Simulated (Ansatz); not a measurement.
# AlO2 (Diaspore): the cost of one run

Program: Ansatz 0.2.0. Level of theory: DFT, levels as named, plane waves, PAW. These are calculated values, not measurements.

**1. The structure to begin with**

The structure is orthorhombic, space group Pnma (No. 62). Conventional cell: a = 9.440 Å, b = 2.840 Å, c = 4.420 Å, α = 90.00°, β = 90.00°, γ = 90.00°. Al (site symmetry m) has 6 O at 1.84 to 2.02 Å as nearest neighbours. O (site symmetry m) has 3 Al at 1.84 to 1.86 Å as nearest neighbours. O (site symmetry m) is surrounded by 3 Al at 1.98 to 2.02 Å.

Structure file:

```xyz
12
Lattice="9.4400 0.0000 0.0000 0.0000 2.8400 0.0000 0.0000 0.0000 4.4200" Properties=species:S:1:pos:R:3 pbc="T T T"
Al    1.3782    0.7100    4.2078
Al    8.0618    2.1300    0.2122
Al    3.3418    2.1300    1.9978
Al    6.0982    0.7100    2.4222
O     7.5614    0.7100    1.2685
O     1.8786    2.1300    3.1515
O     6.5986    2.1300    3.4785
O     2.8414    0.7100    0.9415
O     8.9114    0.7100    3.5448
O     0.5286    2.1300    0.8752
O     5.2486    2.1300    1.3348
O     4.1914    0.7100    3.0852
```

**2. Relaxation with PBE**

input.yaml reads:

```yaml
crystal:
  lattice:
    - [9.44, 0.0, 0.0]
    - [0.0, 2.84, 0.0]
    - [0.0, 0.0, 4.42]
  atoms:
    - { symbol: Al, position: [0.146, 0.25, 0.952] }
    - { symbol: Al, position: [0.854, 0.75, 0.048] }
    - { symbol: Al, position: [0.354, 0.75, 0.452] }
    - { symbol: Al, position: [0.646, 0.25, 0.548] }
    - { symbol: O, position: [0.801, 0.25, 0.287] }
    - { symbol: O, position: [0.199, 0.75, 0.713] }
    - { symbol: O, position: [0.699, 0.75, 0.787] }
    - { symbol: O, position: [0.301, 0.25, 0.213] }
    - { symbol: O, position: [0.944, 0.25, 0.802] }
    - { symbol: O, position: [0.056, 0.75, 0.198] }
    - { symbol: O, position: [0.556, 0.75, 0.302] }
    - { symbol: O, position: [0.444, 0.25, 0.698] }
  symmetry: { tolerance: 0.0003 }
hamiltonian:
  xc: pbe
  pseudopotentials: { kind: paw, azcp: { folder: soft_1 } }
basis:
  ecutwfc: 420
magnetization:
  spin_polarized: false
scf:
  occupations: { method: fermi_dirac, width: 0.1 }
kpoints:
  mp_grid: { grid: [3, 8, 5], shift: [0, 0, 0] }
output:
  forces: true
  stress: true
  eigenvalues: true
relax:
  max_steps: 60
  cell: {}
```

Command:

```sh
$ ansatz run input.yaml --threads 4 --pin off --max-ram 10240MiB --backend cpu --events-out ev --progress --plain --runs-dir out
```

**Question.** How long does this run take on 4 threads of Arm Neoverse V2, shared host, and how much memory does it need?

About 28 s, with a peak of 0.48 GiB.
